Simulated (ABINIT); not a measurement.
## CrInF3: relaxation of cell and atoms with PBE

The system is CrInF3.

```
Cr In F
1.0
     3.97327    0.00000    0.00000
     0.00000    3.97327    0.00000
     0.00000    0.00000    3.97327
Cr In F
1 1 3
Direct
  0.00000 0.00000 0.00000
  0.50000 0.50000 0.50000
  0.50000 0.00000 0.00000
  0.00000 0.00000 0.50000
  0.00000 0.50000 0.00000
```

The cell was built by a generator and needn't be a form met in nature.

* Program: ABINIT 10.8.3 (patched build)
* Task: relaxation of cell and atoms
* Functional: PBE
* Potentials or basis: JTH PAW PBE v2.0
* Cutoff: 626 eV
* k mesh: 5 × 5 × 5
* Occupations: fermi-dirac, width 0.05 eV
* Spin: collinear spin, ferromagnetic start
* Starting moments: [3.0, 0.0, 0.0, 0.0, 0.0] μB
* Cell freedom (optcell): 2
* Cutoff smearing ecutsm (Ha): 0.5
* Optimiser (ionmov): 2
* Force stop (Ha/bohr): 0.0001
* Fine-grid cutoff: 1224.51 eV
* Exchange and correlation inside the PAW spheres: full angular mesh (pawxcdev 0, this build's default; the released program takes 1)

```json
{
  "Relaxed volume": "15.34 Å³/atom",
  "Relaxed cell": "a = 4.248 Å, b = 4.248 Å, c = 4.248 Å, α = 90.00°, β = 90.00°, γ = 90.00°",
  "Space group after relaxing (to 0.05 Å)": "Pm-3m (No. 221)",
  "Energy gained by relaxing": "157.3 meV/atom",
  "Ionic steps": "5",
  "Pressure after relaxing": "0.0 GPa",
  "Band gap on the k mesh": "none (metal or under the smearing width)",
  "Net moment": "4.00 μB per cell",
  "Site moments": "Cr +3.51; In +0.01; F +0.02 μB",
  "Valence electrons inside the program's atomic spheres": "Cr 11.95; In 11.00; F 5.67"
}
```

The path:
```
step  energy change (eV)  largest force (eV/Å)  pressure (GPa)  volume (Å³)
   1              0.0000                0.0000           21.79        62.73
   2             -0.4514                0.0000           12.53        67.00
   3             -0.7677                0.0000            2.45        74.20
   4             -0.7858                0.0000            0.38        76.28
   5             -0.7863                0.0000            0.01        76.68
```

Final structure:
```
Cr In F
1.0
     4.24842    0.00000    0.00000
     0.00000    4.24842    0.00000
     0.00000    0.00000    4.24842
Cr In F
1 1 3
Direct
  0.00000 0.00000 0.00000
  0.50000 0.50000 0.50000
  0.50000 0.00000 0.00000
  0.00000 0.00000 0.50000
  0.00000 0.50000 0.00000
```

Levels at points of the mesh, in eV from the Fermi level:
Spin up:
```tsv
k point	band 23	band 24	band 25	band 26	band 27	band 28	band 29	band 30
(0.00, 0.00, 0.00)	-1.82	-1.82	-1.82	-0.75	-0.75	4.20	4.20	4.20
```
Spin down:
```csv
k point,band 20,band 21,band 22,band 23,band 24,band 25
"(0.00, 0.00, 0.00)",-5.74,-5.74,-5.27,1.82,1.82,1.82
```

It took 10 min on 1 thread of Arm Neoverse V1 (shared host), peak memory 0.23 GiB.

Caveat: the volume moved by over 15 % at a fixed basis, so the end points are rough; a cell with one magnetic atom can't hold antiferromagnetic order, which such compounds often take; semilocal functionals often make such compounds metallic where correlation or magnetic order opens a gap, which also shifts bond lengths. With open d or f shells a metallic result of PBE can be an artefact of self-interaction; +U or a hybrid may open a gap.
